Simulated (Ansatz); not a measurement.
# Ga24N23: the cost of one run

Program: Ansatz 0.2.0. Level of theory: DFT, PBE, plane-wave PAW, default files, scalar-relativistic. These are calculated values, not measurements.

The COD entry's cell or inner coordinates are ideal or old and differ from later refinements, so a difference from it is no clean test against experiment.

## Step 1: The starting structure

It takes space group P1 (No. 1, triclinic). The conventional cell has a = 6.360 Å, b = 8.413 Å, c = 10.332 Å, α = 90.00°, β = 90.00°, γ = 100.89°. Around Ga (site symmetry 1) lie 3 N at 1.95 Å. Ga (site symmetry 1) is surrounded by 4 N at 1.94 to 1.95 Å. Only part of the 47 independent sites is listed.

Structure file:

```cif
data_structure
_symmetry_space_group_name_H-M 'P 1'
_symmetry_Int_Tables_number 1
_cell_length_a 6.3600
_cell_length_b 9.5400
_cell_length_c 10.3320
_cell_angle_alpha 90.000
_cell_angle_beta 90.000
_cell_angle_gamma 120.000
_cell_volume 542.90
loop_
_atom_site_label
_atom_site_type_symbol
_atom_site_fract_x
_atom_site_fract_y
_atom_site_fract_z
_atom_site_occupancy
Ga1 Ga 0.16667 0.22222 0.00000 1
Ga2 Ga 0.16667 0.22222 0.50000 1
Ga3 Ga 0.16667 0.55556 0.00000 1
Ga4 Ga 0.16667 0.55556 0.50000 1
Ga5 Ga 0.16667 0.88889 0.00000 1
Ga6 Ga 0.16667 0.88889 0.50000 1
Ga7 Ga 0.66667 0.22222 0.00000 1
Ga8 Ga 0.66667 0.22222 0.50000 1
Ga9 Ga 0.66667 0.55556 0.00000 1
Ga10 Ga 0.66667 0.55556 0.50000 1
Ga11 Ga 0.66667 0.88889 0.00000 1
Ga12 Ga 0.66667 0.88889 0.50000 1
Ga13 Ga 0.33333 0.11111 0.25000 1
Ga14 Ga 0.33333 0.11111 0.75000 1
Ga15 Ga 0.33333 0.44444 0.25000 1
Ga16 Ga 0.33333 0.44444 0.75000 1
Ga17 Ga 0.33333 0.77778 0.25000 1
Ga18 Ga 0.33333 0.77778 0.75000 1
Ga19 Ga 0.83333 0.11111 0.25000 1
Ga20 Ga 0.83333 0.11111 0.75000 1
Ga21 Ga 0.83333 0.44444 0.25000 1
Ga22 Ga 0.83333 0.44444 0.75000 1
Ga23 Ga 0.83333 0.77778 0.25000 1
Ga24 Ga 0.83333 0.77778 0.75000 1
N1 N 0.16667 0.22222 0.68750 1
N2 N 0.16667 0.55556 0.18750 1
N3 N 0.16667 0.55556 0.68750 1
N4 N 0.16667 0.88889 0.18750 1
N5 N 0.16667 0.88889 0.68750 1
N6 N 0.66667 0.22222 0.18750 1
N7 N 0.66667 0.22222 0.68750 1
N8 N 0.66667 0.55556 0.18750 1
N9 N 0.66667 0.55556 0.68750 1
N10 N 0.66667 0.88889 0.18750 1
N11 N 0.66667 0.88889 0.68750 1
N12 N 0.33333 0.11111 0.43750 1
N13 N 0.33333 0.11111 0.93750 1
N14 N 0.33333 0.44444 0.43750 1
N15 N 0.33333 0.44444 0.93750 1
N16 N 0.33333 0.77778 0.43750 1
N17 N 0.33333 0.77778 0.93750 1
N18 N 0.83333 0.11111 0.43750 1
N19 N 0.83333 0.11111 0.93750 1
N20 N 0.83333 0.44444 0.43750 1
N21 N 0.83333 0.44444 0.93750 1
N22 N 0.83333 0.77778 0.43750 1
N23 N 0.83333 0.77778 0.93750 1
```

The vacant site is at (0.167, 0.222, 0.188) in fractional coordinates of the input's cell.

## Step 2: First run, atoms as given

Contents of input.yaml:

```yaml
crystal:
  lattice:
    - [6.36, 0.0, 0.0]
    - [-4.77, 8.261882352, 0.0]
    - [0.0, 0.0, 10.332]
  atoms:
    - { symbol: Ga, position: [0.1666666666, 0.2222222222, 0.0] }
    - { symbol: Ga, position: [0.1666666666, 0.2222222222, 0.5] }
    - { symbol: Ga, position: [0.1666666666, 0.5555555556, 0.0] }
    - { symbol: Ga, position: [0.1666666666, 0.5555555556, 0.5] }
    - { symbol: Ga, position: [0.1666666666, 0.8888888889, 0.0] }
    - { symbol: Ga, position: [0.1666666666, 0.8888888889, 0.5] }
    - { symbol: Ga, position: [0.6666666666, 0.2222222222, 0.0] }
    - { symbol: Ga, position: [0.6666666666, 0.2222222222, 0.5] }
    - { symbol: Ga, position: [0.6666666666, 0.5555555556, 0.0] }
    - { symbol: Ga, position: [0.6666666666, 0.5555555556, 0.5] }
    - { symbol: Ga, position: [0.6666666666, 0.8888888889, 0.0] }
    - { symbol: Ga, position: [0.6666666666, 0.8888888889, 0.5] }
    - { symbol: Ga, position: [0.3333333334, 0.1111111111, 0.25] }
    - { symbol: Ga, position: [0.3333333334, 0.1111111111, 0.75] }
    - { symbol: Ga, position: [0.3333333334, 0.4444444444, 0.25] }
    - { symbol: Ga, position: [0.3333333334, 0.4444444444, 0.75] }
    - { symbol: Ga, position: [0.3333333334, 0.7777777778, 0.25] }
    - { symbol: Ga, position: [0.3333333334, 0.7777777778, 0.75] }
    - { symbol: Ga, position: [0.8333333334, 0.1111111111, 0.25] }
    - { symbol: Ga, position: [0.8333333334, 0.1111111111, 0.75] }
    - { symbol: Ga, position: [0.8333333334, 0.4444444444, 0.25] }
    - { symbol: Ga, position: [0.8333333334, 0.4444444444, 0.75] }
    - { symbol: Ga, position: [0.8333333334, 0.7777777778, 0.25] }
    - { symbol: Ga, position: [0.8333333334, 0.7777777778, 0.75] }
    - { symbol: "N", position: [0.1666666666, 0.2222222222, 0.6875] }
    - { symbol: "N", position: [0.1666666666, 0.5555555556, 0.1875] }
    - { symbol: "N", position: [0.1666666666, 0.5555555556, 0.6875] }
    - { symbol: "N", position: [0.1666666666, 0.8888888889, 0.1875] }
    - { symbol: "N", position: [0.1666666666, 0.8888888889, 0.6875] }
    - { symbol: "N", position: [0.6666666666, 0.2222222222, 0.1875] }
    - { symbol: "N", position: [0.6666666666, 0.2222222222, 0.6875] }
    - { symbol: "N", position: [0.6666666666, 0.5555555556, 0.1875] }
    - { symbol: "N", position: [0.6666666666, 0.5555555556, 0.6875] }
    - { symbol: "N", position: [0.6666666666, 0.8888888889, 0.1875] }
    - { symbol: "N", position: [0.6666666666, 0.8888888889, 0.6875] }
    - { symbol: "N", position: [0.3333333334, 0.1111111111, 0.4375] }
    - { symbol: "N", position: [0.3333333334, 0.1111111111, 0.9375] }
    - { symbol: "N", position: [0.3333333334, 0.4444444444, 0.4375] }
    - { symbol: "N", position: [0.3333333334, 0.4444444444, 0.9375] }
    - { symbol: "N", position: [0.3333333334, 0.7777777778, 0.4375] }
    - { symbol: "N", position: [0.3333333334, 0.7777777778, 0.9375] }
    - { symbol: "N", position: [0.8333333334, 0.1111111111, 0.4375] }
    - { symbol: "N", position: [0.8333333334, 0.1111111111, 0.9375] }
    - { symbol: "N", position: [0.8333333334, 0.4444444444, 0.4375] }
    - { symbol: "N", position: [0.8333333334, 0.4444444444, 0.9375] }
    - { symbol: "N", position: [0.8333333334, 0.7777777778, 0.4375] }
    - { symbol: "N", position: [0.8333333334, 0.7777777778, 0.9375] }
total_charge: 3
kpoints:
  mp_grid: { grid: [4, 3, 2] }
scf:
  occupations: { method: fermi_dirac, width: 0.01 }
hamiltonian:
  xc: pbe
  pseudopotentials: { kind: paw }
output:
  forces: true
  stress: true
  populations: true
  efg:
    quadrupole_moments_barn: { Ga: 0.107, "N": 0.02044 }
    contact_densities: true
```

Started as:

```
> ansatz run input.yaml --threads 4 --pin off --max-ram 8192MiB --backend cpu --events-out ev --progress --plain --runs-dir out
```

Q: Estimate wall time and peak memory on 4 threads of Intel Xeon Platinum 8488C (Sapphire Rapids), shared host.

About 60 s, with a peak of 3.6 GiB.
